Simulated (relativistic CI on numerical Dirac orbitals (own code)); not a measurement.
# Si⁸⁺: one ion under different settings

How much do the settings matter for Si⁸⁺? One ion, several inputs.

Method: Dirac-Coulomb-Breit CI, KLI orbitals optimised for each configuration, model QED (radiative potential, 1s self-energy scaled to tabulated hydrogen-like ionisation energies), numerical settings as typed. Code: relativistic CI on numerical Dirac orbitals (own code) version 3.

**1. Starting point**

```
ion            : Si⁸⁺ (Si IX)
nuclear charge : 14
electrons      : 6
isotope        : A = 28
```

**2. The usual input**

The run's settings:

```ini
atom Si  Z=14  charge=8  electrons=6
nucleus A=28  rms_radius_fm=3.1224
hamiltonian dirac-coulomb  breit=on  qed=on  c_scale=1
orbitals kli  potential=per-configuration
slater_scale 1
correlation none
mixing on
grid step=0.0125 r_max=10.3
scf mixing=0.4 start=green max_iterations=150 tolerance=2e-08 node_fill=0.05
configurations
  [He] 2s2 2p2
  [He] 2s 2p3
end
```

On the command line:

```
> python run_levels.py task.json out
```

task.json lists these runs, among others, and the program works through them in turn.

The program writes no log. Results of the run, from its result record (rounded, main fields):

```text
status: converged
levels [i, E_cm, J2, conf, term, w_term, w_jj]:
  - [0, 0, 0, "2s2 2p2", "3P", 0.9978, 0.7105]
  - [1, 2514.2733, 2, "2s2 2p2", "3P", 1, 1]
  - [2, 6474.429, 4, "2s2 2p2", "3P", 0.9958, 0.6043]
  - [3, 55458.557, 4, "2s2 2p2", "1D", 0.9958, 0.6043]
  - [4, 129082.56, 4, "2s 2p3", "5S*", 0.9996, 0.5545]
  - [5, 132022.73, 0, "2s2 2p2", "1S", 0.9978, 0.7105]
  - [6, 285051.66, 6, "2s 2p3", "3D*", 1, 1]
  - [7, 285126.32, 4, "2s 2p3", "3D*", 0.9947, 0.6645]
  - [8, 285288.48, 2, "2s 2p3", "3D*", 0.9967, 0.4427]
  - [9, 336115.08, 2, "2s 2p3", "3P*", 0.9965, 0.668]
  - [10, 336157.7, 0, "2s 2p3", "3P*", 1, 1]
  - [11, 336222.16, 4, "2s 2p3", "3P*", 0.9935, 0.5405]
  - [12, 446248.59, 4, "2s 2p3", "1D*", 0.9992, 0.7763]
  - [13, 450766.71, 2, "2s 2p3", "3S*", 0.9938, 0.5575]
  - "... 1 more rows left out ..."
total_energy [Ha]: -252.00708094
n_levels_all: 15
overlap: 8.79373e-15
scf_iterations: [9, 9]
orbital_energies [Ha]: {"1s": -77.3314, "2s": -14.1391, "2p1/2": -12.8507, "2p3/2": -12.8164}
configurations [conf, odd, states, E_av_Ha, breit_Ha, qed_Ha]:
  - ["2s2 2p2", 0, 15, -251.9526726, 0.04558, 0.03647]
  - ["2s 2p3", 1, 40, -250.6042383, 0.0458, 0.03483]
scf_steps of the first configuration [iteration, E_Ha, residual, outer_eigenvalue_Ha]:
  - [1, -250.1283682, 1.31, -17.34]
  - [2, -251.3667774, 0.744, -15.23]
  - [3, -251.9523422, 0.0253, -12.93]
  - [4, -251.9525985, 0.00957, -12.86]
  - [5, -251.9526722, 7.88e-05, -12.82]
  - [6, -251.9526718, 0.000158, -12.82]
  - [7, -251.9526726, 2.19e-06, -12.82]
  - [8, -251.9526726, 5.66e-07, -12.82]
  - [9, -251.9526726, 1.4e-09, -12.82]
```

Run time: 0.07 s. Hardware: 1 thread, shared host.

**3. Node fill 0, Slater scale 0.6**

The run's settings:

```ini
atom Si  Z=14  charge=8  electrons=6
nucleus A=28  rms_radius_fm=3.1224
hamiltonian dirac-coulomb  breit=on  qed=on  c_scale=1
orbitals kli  potential=per-configuration
slater_scale 0.6
correlation none
mixing on
grid step=0.0125 r_max=10.3
scf mixing=0.4 start=green max_iterations=150 tolerance=2e-08 node_fill=0
configurations
  [He] 2s2 2p2
  [He] 2s 2p3
end
```

Main fields:

```text
status: converged
levels [i, E_cm, J2, conf, term, w_term]:
  - [0, 0, 0, "2s2 2p2", "3P", 0.9942]
  - [1, 2695.6576, 2, "2s2 2p2", "3P", 1]
  - [2, 6508.8156, 4, "2s2 2p2", "3P", 0.9879]
  - [3, 35518.09, 4, "2s2 2p2", "1D", 0.9879]
  - [4, 81726.098, 0, "2s2 2p2", "1S", 0.9942]
  - [5, 197561.04, 4, "2s 2p3", "5S*", 0.9988]
  - [6, 291062.73, 4, "2s 2p3", "3D*", 0.9856]
  - [7, 291176.34, 6, "2s 2p3", "3D*", 1]
  - "... 7 more rows left out ..."
total_energy [Ha]: -251.96158843
n_levels_all: 15
overlap: 8.99861e-15
scf_iterations: [9, 9]
orbital_energies [Ha]: {"1s": -77.4074, "2s": -14.1425, "2p1/2": -12.8593, "2p3/2": -12.8249}
configurations [conf, odd, states, E_av_Ha, breit_Ha, qed_Ha]:
  - ["2s2 2p2", 0, 15, -251.9525786, 0.04562, 0.03648]
  - ["2s 2p3", 1, 40, -250.6041802, 0.04583, 0.03484]
scf_steps of the first configuration [iteration, E_Ha, residual, outer_eigenvalue_Ha]:
  - [1, -250.1283682, 1.31, -17.34]
  - [2, -251.3622553, 0.739, -15.24]
  - [3, -251.9521573, 0.0232, -12.93]
  - [4, -251.9523802, 0.00958, -12.86]
  - [5, -251.9525778, 7.66e-05, -12.83]
  - [6, -251.9525784, 2.52e-05, -12.82]
  - [7, -251.9525786, 1e-06, -12.82]
  - [8, -251.9525786, 6.15e-08, -12.82]
  - [9, -251.9525786, 1.94e-09, -12.82]
```

Run time: 0.074 s. Hardware: 1 thread, shared host.

**4. End of the grid 5.15, QED terms off, Slater scale 0.5**

The run's settings:

```ini
atom Si  Z=14  charge=8  electrons=6
nucleus A=28  rms_radius_fm=3.1224
hamiltonian dirac-coulomb  breit=on  qed=off  c_scale=1
orbitals kli  potential=per-configuration
slater_scale 0.5
correlation none
mixing on
grid step=0.0125 r_max=5.15
scf mixing=0.4 start=green max_iterations=150 tolerance=2e-08 node_fill=0.05
configurations
  [He] 2s2 2p2
  [He] 2s 2p3
end
```

Main fields:

```text
status: converged
levels [i, E_cm, J2, conf, term, w_term]:
  - [0, 0, 0, "2s2 2p2", "3P", 0.9918]
  - [1, 2778.0258, 2, "2s2 2p2", "3P", 1]
  - [2, 6511.5936, 4, "2s2 2p2", "3P", 0.9824]
  - [3, 30569.828, 4, "2s2 2p2", "1D", 0.9824]
  - [4, 69139.638, 0, "2s2 2p2", "1S", 0.9918]
  - [5, 215106.57, 4, "2s 2p3", "5S*", 0.9983]
  - [6, 292902.94, 4, "2s 2p3", "3D*", 0.9798]
  - [7, 293092.78, 2, "2s 2p3", "3D*", 0.987]
  - "... 7 more rows left out ..."
total_energy [Ha]: -251.98694487
n_levels_all: 15
overlap: 1.04557e-14
scf_iterations: [9, 9]
orbital_energies [Ha]: {"1s": -77.3314, "2s": -14.1391, "2p1/2": -12.8507, "2p3/2": -12.8164}
configurations [conf, odd, states, E_av_Ha, breit_Ha, qed_Ha]:
  - ["2s2 2p2", 0, 15, -251.9526726, 0.04558, 0]
  - ["2s 2p3", 1, 40, -250.6042383, 0.0458, 0]
scf_steps of the first configuration [iteration, E_Ha, residual, outer_eigenvalue_Ha]:
  - [1, -250.1283682, 1.31, -17.34]
  - [2, -251.3667774, 0.744, -15.23]
  - [3, -251.9524067, 0.024, -12.92]
  - [4, -251.9526109, 0.00889, -12.85]
  - [5, -251.9526722, 6.49e-05, -12.82]
  - [6, -251.9526721, 9.59e-05, -12.82]
  - [7, -251.9526726, 1.88e-06, -12.82]
  - [8, -251.9526726, 7.05e-07, -12.82]
  - [9, -251.9526726, 1.3e-09, -12.82]
```

Run time: 0.037 s. Hardware: 1 thread, shared host.

**5. Potential mixing 0.1**

The run's settings:

```ini
atom Si  Z=14  charge=8  electrons=6
nucleus A=28  rms_radius_fm=3.1224
hamiltonian dirac-coulomb  breit=on  qed=on  c_scale=1
orbitals kli  potential=per-configuration
slater_scale 1
correlation none
mixing on
grid step=0.0125 r_max=10.3
scf mixing=0.1 start=green max_iterations=150 tolerance=2e-08 node_fill=0.05
configurations
  [He] 2s2 2p2
  [He] 2s 2p3
end
```

Main fields:

```text
status: converged
levels [i, E_cm, J2, conf, term, w_term]:
  - [0, 0, 0, "2s2 2p2", "3P", 0.9978]
  - [1, 2514.2733, 2, "2s2 2p2", "3P", 1]
  - [2, 6474.429, 4, "2s2 2p2", "3P", 0.9958]
  - [3, 55458.557, 4, "2s2 2p2", "1D", 0.9958]
  - [4, 129082.56, 4, "2s 2p3", "5S*", 0.9996]
  - [5, 132022.73, 0, "2s2 2p2", "1S", 0.9978]
  - [6, 285051.66, 6, "2s 2p3", "3D*", 1]
  - [7, 285126.32, 4, "2s 2p3", "3D*", 0.9947]
  - "... 7 more rows left out ..."
total_energy [Ha]: -252.00708094
n_levels_all: 15
overlap: 9.67043e-15
scf_iterations: [10, 10]
orbital_energies [Ha]: {"1s": -77.3314, "2s": -14.1391, "2p1/2": -12.8507, "2p3/2": -12.8164}
configurations [conf, odd, states, E_av_Ha, breit_Ha, qed_Ha]:
  - ["2s2 2p2", 0, 15, -251.9526726, 0.04558, 0.03647]
  - ["2s 2p3", 1, 40, -250.6042383, 0.0458, 0.03483]
scf_steps of the first configuration [iteration, E_Ha, residual, outer_eigenvalue_Ha]:
  - [1, -250.1283682, 1.31, -17.34]
  - [2, -250.4939435, 1.17, -16.8]
  - [3, -251.9517522, 0.0404, -12.99]
  - [4, -251.9505503, 0.0468, -13.01]
  - [5, -251.9526701, 0.000734, -12.81]
  - [6, -251.9526714, 0.000226, -12.82]
  - [7, -251.9526731, 0.000126, -12.82]
  - [8, -251.9526726, 1.07e-05, -12.82]
  - [9, -251.9526726, 1.77e-06, -12.82]
  - [10, -251.9526726, 1.3e-08, -12.82]
```

It took 0.072 s on 1 thread, shared host.

**6. Tolerance 1e-06, Slater scale 1.2, iteration limit 30**

The run's settings:

```ini
atom Si  Z=14  charge=8  electrons=6
nucleus A=28  rms_radius_fm=3.1224
hamiltonian dirac-coulomb  breit=on  qed=on  c_scale=1
orbitals kli  potential=per-configuration
slater_scale 1.2
correlation none
mixing on
grid step=0.0125 r_max=10.3
scf mixing=0.4 start=green max_iterations=30 tolerance=1e-06 node_fill=0.05
configurations
  [He] 2s2 2p2
  [He] 2s 2p3
end
```

Main fields:

```text
status: converged
levels [i, E_cm, J2, conf, term, w_term]:
  - [0, 0, 0, "2s2 2p2", "3P", 0.9984]
  - [1, 2466.1868, 2, "2s2 2p2", "3P", 1]
  - [2, 6460.709, 4, "2s2 2p2", "3P", 0.9971]
  - [3, 65520.306, 4, "2s2 2p2", "1D", 0.9971]
  - [4, 94851.015, 4, "2s 2p3", "5S*", 0.9997]
  - [5, 157290.79, 0, "2s2 2p2", "1S", 0.9984]
  - [6, 282029.57, 6, "2s 2p3", "3D*", 1]
  - [7, 282155.75, 4, "2s 2p3", "3D*", 0.9963]
  - "... 7 more rows left out ..."
total_energy [Ha]: -252.02997362
n_levels_all: 15
overlap: 9.93219e-15
scf_iterations: [8, 7]
orbital_energies [Ha]: {"1s": -77.3314, "2s": -14.1391, "2p1/2": -12.8507, "2p3/2": -12.8164}
configurations [conf, odd, states, E_av_Ha, breit_Ha, qed_Ha]:
  - ["2s2 2p2", 0, 15, -251.9526726, 0.04558, 0.03647]
  - ["2s 2p3", 1, 40, -250.6042383, 0.0458, 0.03483]
scf_steps of the first configuration [iteration, E_Ha, residual, outer_eigenvalue_Ha]:
  - [1, -250.1283682, 1.31, -17.34]
  - [2, -251.3667774, 0.744, -15.23]
  - [3, -251.9523422, 0.0253, -12.93]
  - [4, -251.9525985, 0.00957, -12.86]
  - [5, -251.9526722, 7.88e-05, -12.82]
  - [6, -251.9526718, 0.000158, -12.82]
  - [7, -251.9526726, 2.19e-06, -12.82]
  - [8, -251.9526726, 5.66e-07, -12.82]
```

Wall time 0.071 s (1 thread, shared host).

**7. Node fill 50**

The run's settings:

```ini
atom Si  Z=14  charge=8  electrons=6
nucleus A=28  rms_radius_fm=3.1224
hamiltonian dirac-coulomb  breit=on  qed=on  c_scale=1
orbitals kli  potential=per-configuration
slater_scale 1
correlation none
mixing on
grid step=0.0125 r_max=10.3
scf mixing=0.4 start=green max_iterations=74 tolerance=2e-08 node_fill=50
configurations
  [He] 2s2 2p2
  [He] 2s 2p3
end
```

Main fields:

```text
status: converged
levels [i, E_cm, J2, conf, term, w_term]:
  - [0, 0, 0, "2s2 2p2", "3P", 0.9975]
  - [1, 2593.8306, 2, "2s2 2p2", "3P", 1]
  - [2, 6669.1656, 4, "2s2 2p2", "3P", 0.9952]
  - [3, 53792.292, 4, "2s2 2p2", "1D", 0.9952]
  - [4, 126595.03, 4, "2s 2p3", "5S*", 0.9995]
  - [5, 127572.02, 0, "2s2 2p2", "1S", 0.9975]
  - [6, 279478.6, 6, "2s 2p3", "3D*", 1]
  - [7, 279509.78, 4, "2s 2p3", "3D*", 0.9941]
  - "... 7 more rows left out ..."
total_energy [Ha]: -251.94783732
n_levels_all: 15
overlap: 4.54838e-15
scf_iterations: [10, 11]
orbital_energies [Ha]: {"1s": -75.6414, "2s": -13.7499, "2p1/2": -12.3559, "2p3/2": -12.3248}
configurations [conf, odd, states, E_av_Ha, breit_Ha, qed_Ha]:
  - ["2s2 2p2", 0, 15, -251.8952017, 0.04429, 0.03601]
  - ["2s 2p3", 1, 40, -250.5717715, 0.04488, 0.03463]
scf_steps of the first configuration [iteration, E_Ha, residual, outer_eigenvalue_Ha]:
  - [1, -250.1283682, 1.51, -17.34]
  - [2, -251.5164201, 0.853, -14.99]
  - [3, -251.9445443, 0.145, -12.82]
  - [4, -251.9083896, 0.0286, -12.42]
  - [5, -251.8951257, 0.000169, -12.33]
  - [6, -251.8952029, 1.67e-05, -12.32]
  - [7, -251.8952, 5.56e-06, -12.32]
  - [8, -251.8952015, 6.12e-07, -12.32]
  - [9, -251.8952017, 7.78e-08, -12.32]
  - [10, -251.8952017, 9.6e-10, -12.32]
```

Wall time 0.082 s (1 thread, shared host).

A bad setting: its result is shown only for the comparison.

**8. Speed-of-light factor 0.2**

The run's settings:

```ini
atom Si  Z=14  charge=8  electrons=6
nucleus A=28  rms_radius_fm=3.1224
hamiltonian dirac-coulomb  breit=on  qed=on  c_scale=0.2
orbitals kli  potential=per-configuration
slater_scale 1
correlation none
mixing on
grid step=0.0125 r_max=10.3
scf mixing=0.4 start=green max_iterations=85 tolerance=2e-08 node_fill=0.05
configurations
  [He] 2s2 2p2
  [He] 2s 2p3
end
```

Main fields:

```text
status: converged
levels [i, E_cm, J2, conf, term, w_term]:
  - [0, 0, 0, "2s2 2p2", "3P", 0.7952]
  - [1, 146575.16, 2, "2s2 2p2", "3P", 1]
  - [2, 170085.09, 4, "2s2 2p2", "1D", 0.5282]
  - [3, 347982.56, 4, "2s2 2p2", "3P", 0.5282]
  - [4, 428396.13, 0, "2s2 2p2", "1S", 0.7952]
  - [5, 449817.04, 4, "2s 2p3", "5S*", 0.7206]
  - [6, 584107.54, 2, "2s 2p3", "3D*", 0.5757]
  - [7, 628620.78, 4, "2s 2p3", "3D*", 0.6235]
  - "... 7 more rows left out ..."
total_energy [Ha]: -268.48107339
n_levels_all: 15
overlap: 2.08123e-15
scf_iterations: [9, 9]
orbital_energies [Ha]: {"1s": -82.386, "2s": -15.2787, "2p1/2": -13.7232, "2p3/2": -12.7437}
configurations [conf, odd, states, E_av_Ha, breit_Ha, qed_Ha]:
  - ["2s2 2p2", 0, 15, -268.7785598, 1.239, 0.1094]
  - ["2s 2p3", 1, 40, -266.530371, 1.238, 0.1036]
scf_steps of the first configuration [iteration, E_Ha, residual, outer_eigenvalue_Ha]:
  - [1, -266.3424813, 1.5, -17.69]
  - [2, -268.0036052, 0.842, -15.36]
  - [3, -268.7785596, 0.0179, -12.77]
  - [4, -268.7785479, 0.00829, -12.78]
  - [5, -268.7785561, 0.000187, -12.74]
  - [6, -268.7785591, 7.1e-05, -12.74]
  - [7, -268.7785598, 1.31e-06, -12.74]
  - [8, -268.7785598, 1.15e-07, -12.74]
  - [9, -268.7785598, 2.22e-09, -12.74]
```

Wall time 0.072 s (1 thread, shared host).

A bad setting: its result is shown only for the comparison.

With a scaled speed of light this is not the real ion; the QED potentials keep the true α and change only through the orbitals.

**9. Comparison**

| setting | total energy less usual (Ha) | largest shift of a level among the lowest eight of both runs, same label and place (cm⁻¹) | SCF iterations | time | lowest level | kind of change |
| --- | --- | --- | --- | --- | --- | --- |
| usual | 0 | 0 | 18 | 0.07 s | 2p2 3P0 | - |
| node fill 0, Slater scale 0.6 | 0.0455 | 68500 | 18 | 0.074 s | 2p2 3P0 | model term |
| end of the grid 5.15, QED terms off, Slater scale 0.5 | 0.0201 | 86000 | 18 | 0.037 s | 2p2 3P0 | model term |
| potential mixing 0.1 | 0 | 0 | 20 | 0.072 s | 2p2 3P0 | numerical |
| tolerance 1e-06, Slater scale 1.2, iteration limit 30 | -0.0229 | 34200 | 15 | 0.071 s | 2p2 3P0 | model term |
| node fill 50 | 0.0592 | 5620 | 21 | 0.082 s | 2p2 3P0 | unsound |
| speed-of-light factor 0.2 | -16.5 | 343000 | 18 | 0.072 s | 2p2 3P0 | unsound |

**10. Outcome**

```
                    quantity         value
lowest level, usual settings       2p2 3P0
                total energy  -252.0071 Ha
            first excitation   2514.3 cm⁻¹
```

**Reading.** Among the runs whose levels can be followed, they move most under «speed-of-light factor 0.2» (unsound), by up to 343000 cm⁻¹. No visible change in the result comes from «potential mixing 0.1». Only the listed configurations are in the model.
